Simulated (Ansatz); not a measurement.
What does this script print? It uses the Ansatz DFT code, driven from Python.

`kconv_hfb2.py`
```python
import argparse
import warnings

import ansatz as az
import matplotlib.pyplot as plt

parser = argparse.ArgumentParser(description="Convergence of HfB2 with the k-point mesh.")
parser.add_argument("--xc", required=True, help="exchange-correlation functional")
parser.add_argument("--occupations", default="cold", help="how the bands are filled")
parser.add_argument("--smearing-width", type=float, required=True, help="smearing width (eV)")
args = parser.parse_args()

warnings.simplefilter("ignore", az.DeckWarning)

xtal = (
    az.Lattice.of([3.14, 0.0, 0.0], [-1.57, 2.71932, 0.0], [0.0, 0.0, 3.48])
    .atom("Hf", [0.0, 0.0, 0.0])
    .atom("B", [1 / 3, 2 / 3, 0.5])
    .atom("B", [2 / 3, 1 / 3, 0.5])
)

setup = (
    xtal.calculation()
    .functional(args.xc)
    .occupations(args.occupations, width=args.smearing_width)
    .pseudopotentials("paw")
)

rows = []
for value in [0.8, 0.6, 0.5, 0.4, 0.33]:
    report = setup.kpoints(spacing=value).run().report
    rows.append((value, report["free_energy_ev"] / len(report["lattice"]["sites"]), report["n_iterations"], report["n_kpoints"]))

print("spacing (1/A)   F/atom (eV)    iterations      k-points")
for row in rows:
    print(f"{str(row[0]):>12s}  {row[1]:12.5f}  {row[2]:12d}  {row[3]:12d}")

for row in rows[:-1]:
    shift = 1000 * (row[1] - rows[-1][1])
    print(f"{row[0]}: {shift:+.2f} meV/atom" + ("  (within 1 meV)" if abs(shift) < 1 else ""))
plt.figure(figsize=(4.5, 3))
plt.plot([str(row[0]) for row in rows], [1000 * (row[1] - rows[-1][1]) for row in rows], "o-")
plt.xlabel("spacing (1/A)")
plt.ylabel("F - F(last) (meV/atom)")
plt.tight_layout()
plt.savefig("kconv.png", dpi=100)
```

Running `python kconv_hfb2.py --xc r2scan --smearing-width 0.05` prints:
```text
spacing (1/A)   F/atom (eV)    iterations      k-points
         0.8   -5349.80485             7             6
         0.6   -5349.78378             7            12
         0.5   -5349.78495             6            15
         0.4   -5349.77596             7            21
        0.33   -5349.79235             6            40
0.8: -12.50 meV/atom
0.6: +8.57 meV/atom
0.5: +7.40 meV/atom
0.4: +16.39 meV/atom
```

Spin-orbit coupling, which matters for elements this heavy, is left out. The starting cell is as deposited in a crystallographic database; the results hold for this polymorph, which needn't be the stable one. Shifts are counted from the finest mesh, which is itself no proven limit. Processor time in the engine: 5.8 s on 1 thread of Intel(R) Xeon(R) Processor @ 2.30GHz, on a shared host, peak memory 0.59 GiB.
